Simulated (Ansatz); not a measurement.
# CH6B2FN: the cost of one run

All numbers below are computed with Ansatz 0.2.0 (RKS r2SCAN-D4/def2-SVP).

### 1 Starting point

Bond lengths: B1–B2 1.593 Å, B2–C3 1.573 Å, C3–N4 1.502 Å, C3–F5 1.396 Å, B1–H6 1.223 Å, B1–H7 1.216 Å, B2–H8 1.149 Å, C3–H9 1.058 Å, N4–H10 1.075 Å, N4–H11 0.958 Å. Angles (14 of 15 angles, heavy atoms first): B1–B2–C3 119.6°, B2–C3–N4 112.9°, B2–C3–F5 109.8°, N4–C3–F5 104.9°, B1–B2–H8 121.0°, C3–B2–H8 119.5°, B2–B1–H6 122.7°, B2–B1–H7 122.4°, B2–C3–H9 111.8°, N4–C3–H9 110.4°, F5–C3–H9 106.7°, C3–N4–H10 103.7°, C3–N4–H11 111.4°, H6–B1–H7 114.9°.

Coordinates:

```xyz
11

B    -1.6208    1.2599    0.2749
B    -0.7173   -0.0438    0.4264
C     0.7042   -0.0866   -0.2468
N     1.4310   -1.3766    0.0028
F     1.5205    0.8990    0.3108
H    -2.7469    1.3411    0.7448
H    -1.2472    2.2450   -0.3325
H    -1.0921   -0.9576    1.0134
H     0.6530    0.1121   -1.2843
H     0.8572   -2.1021   -0.5452
H     2.3237   -1.3473   -0.3438
```

### 2 End point A

Contents of input.yaml:

```yaml
crystal:
  periodic: [false, false, false]
  atoms:
    - { symbol: B, position_ang: [-1.6208, 1.2599, 0.2749] }
    - { symbol: B, position_ang: [-0.7173, -0.0438, 0.4264] }
    - { symbol: C, position_ang: [0.7042, -0.0866, -0.2468] }
    - { symbol: "N", position_ang: [1.431, -1.3766, 0.0028] }
    - { symbol: F, position_ang: [1.5205, 0.899, 0.3108] }
    - { symbol: H, position_ang: [-2.7469, 1.3411, 0.7448] }
    - { symbol: H, position_ang: [-1.2472, 2.245, -0.3325] }
    - { symbol: H, position_ang: [-1.0921, -0.9576, 1.0134] }
    - { symbol: H, position_ang: [0.653, 0.1121, -1.2843] }
    - { symbol: H, position_ang: [0.8572, -2.1021, -0.5452] }
    - { symbol: H, position_ang: [2.3237, -1.3473, -0.3438] }
basis:
  gaussian: { orbitals: def2-SVP }
hamiltonian:
  xc: r2scan
  dispersion: d4
relax:
  f_tol: 0.02
  max_steps: 50
```

On the command line:

```console
ansatz run input.yaml --threads 2 --pin off --max-ram 3072MiB --backend cpu --events-out ev --progress --plain --runs-dir out
```

What time and memory should one allow on 2 threads of AMD EPYC 9R45 (Zen 5), shared host?

About 40 s, with a peak of 0.19 GiB.
